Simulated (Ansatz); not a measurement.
Sn2Pt, space group Fm-3m: an all-electron equation of state, run with Ansatz's Python interface.

`sn2pt_eos_lapw.py`:
```python
import warnings

import ansatz as az
from ase.eos import EquationOfState
from ase.units import GPa
import numpy as np

VECTORS = np.array([
    [0.0, 3.2125, 3.2125],
    [3.2125, 0.0, 3.2125],
    [3.2125, 3.2125, 0.0],
])
SITES = [
    ('Sn', (0.25, 0.25, 0.25)),
    ('Sn', (0.75, 0.75, 0.75)),
    ('Pt', (0.0, 0.0, 0.0)),
]


def make_crystal(cell):
    crystal = az.Crystal(lattice=az.Lattice.of(cell))
    for symbol, position in SITES:
        crystal = crystal.atom(symbol, position)
    return crystal

warnings.simplefilter('ignore', az.DeckWarning)

volumes, energies = [], []
for scale in np.linspace(0.92, 1.08, 5):
    cell = VECTORS * scale ** (1 / 3)
    calc = (
        make_crystal(cell).calculation()
        .functional('pbesol')
        .occupations('Methfessel-Paxton', width=0.05)
        .kpoints(8, 8, 8)
        .pseudopotentials('all_electron', lapw=True)
    )
    r = calc.run().report
    volumes.append(abs(np.linalg.det(cell)) / len(SITES))
    energies.append(r['free_energy_ev'] / len(SITES))
    print(f'{scale:.3f} {volumes[-1]:9.4f} A^3/atom {energies[-1]:16.5f} eV/atom  (estimated basis error {1000 * r["lapw_basis_errors"]["total_ev_per_atom"]:.2f} meV/atom)')
v0, e0, bulk = EquationOfState(volumes, energies, eos='birchmurnaghan').fit()
print(f'V0 = {v0:.4f} A^3/atom, B0 = {bulk / GPa:.1f} GPa')
```

Where does the minimum lie against the volume typed, and how stiff is the crystal?

A third-order Birch-Murnaghan fit through the 5 points has its minimum at 22.39 Å³ an atom, 1.3 % above the typed cell, with a bulk modulus of 111 GPa and dB/dP = 5.0. From that minimum the energy rises by 79.7 meV an atom on the compressed side and 29.7 meV on the expanded side.

The run itself:

```console
$ python sn2pt_eos_lapw.py
0.920   20.3341 A^3/atom    -278949.78995 eV/atom  (estimated basis error 0.08 meV/atom)
0.960   21.2182 A^3/atom    -278949.84579 eV/atom  (estimated basis error 0.08 meV/atom)
1.000   22.1023 A^3/atom    -278949.86834 eV/atom  (estimated basis error 0.08 meV/atom)
1.040   22.9864 A^3/atom    -278949.86448 eV/atom  (estimated basis error 0.08 meV/atom)
1.080   23.8705 A^3/atom    -278949.83995 eV/atom  (estimated basis error 0.08 meV/atom)
V0 = 22.3944 A^3/atom, B0 = 111.2 GPa
```

Caveats:
- All-electron totals depend on functional, relativistic treatment and basis; only differences at equal settings carry meaning.
- For a metal this k-point mesh is coarse: on a finer one energies can move by several to tens of meV an atom and pressures by half a GPa or more, differences at one mesh by less.
- Of the deposited cell: the entry's cell lengths or inner coordinates differ somewhat from later room-temperature determinations.
- Spin-orbit coupling, which matters for elements this heavy, is left out.
- The starting cell is as deposited in a crystallographic database; the results hold for this polymorph, which needn't be the stable one.
- It ran for 4.6 min on 1 thread of Arm Neoverse N1, with other jobs on the host, peak memory 0.62 GiB.
